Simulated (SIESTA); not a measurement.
Runs of SIESTA 5.4.2 on Sn3Te. The structure is cubic, space group Pm-3m (No. 221). The conventional cell has a = 4.866 Å, b = 4.866 Å, c = 4.866 Å, α = 90.00°, β = 90.00°, γ = 90.00°. Around Te (site symmetry m-3m) lie 12 Sn at 3.44 Å. Around Sn (site symmetry 4/mmm) lie 4 Te at 3.44 Å and 8 Sn at 3.44 Å. The cell comes from a database or a generator and needn't be the stable form of this composition.

```tsv
task	level	potentials or basis	gap on the mesh (eV)	pressure (GPa)	V0 of scaled cells (Å³/atom)	B0 (GPa)
equation of state	PBE	PseudoDojo 0.4 standard (PBE files), DZP (energy shift 0.003 Ry; two zetas on semicore shells)	-	-	(b)	43
band structure	LDA	PseudoDojo 0.4 standard (LDA files), DZP (energy shift 0.003 Ry; two zetas on semicore shells)	none	-2.5	-	-
band structure	PBE	PseudoDojo 0.4 standard (PBE files), DZP (energy shift 0.003 Ry; two zetas on semicore shells)	none	1.3	-	-
equation of state	LDA	PseudoDojo 0.4 standard (LDA files), DZP (energy shift 0.003 Ry; two zetas on semicore shells)	-	-	27.29	(a)
```

Alike in all rows: no spin polarisation; cell as given; k mesh 6 × 6 × 6; smearing fermi-dirac 0.05 eV; grid cutoff 500 Ry; energy shift 0.003 Ry.

**Question.** Estimate the missing entries.

**Answer.** (a) 53; (b) 29.62.

Caveats: the basis of atomic orbitals isn't converged, which shifts pressures, moduli and gaps.

A k mesh can miss the band edges, and the runs leave out spin-orbit coupling on Sn, Te.

A gap of «none» marks a metal or a gap under the smearing width.

Not every run made on this cell is shown here.
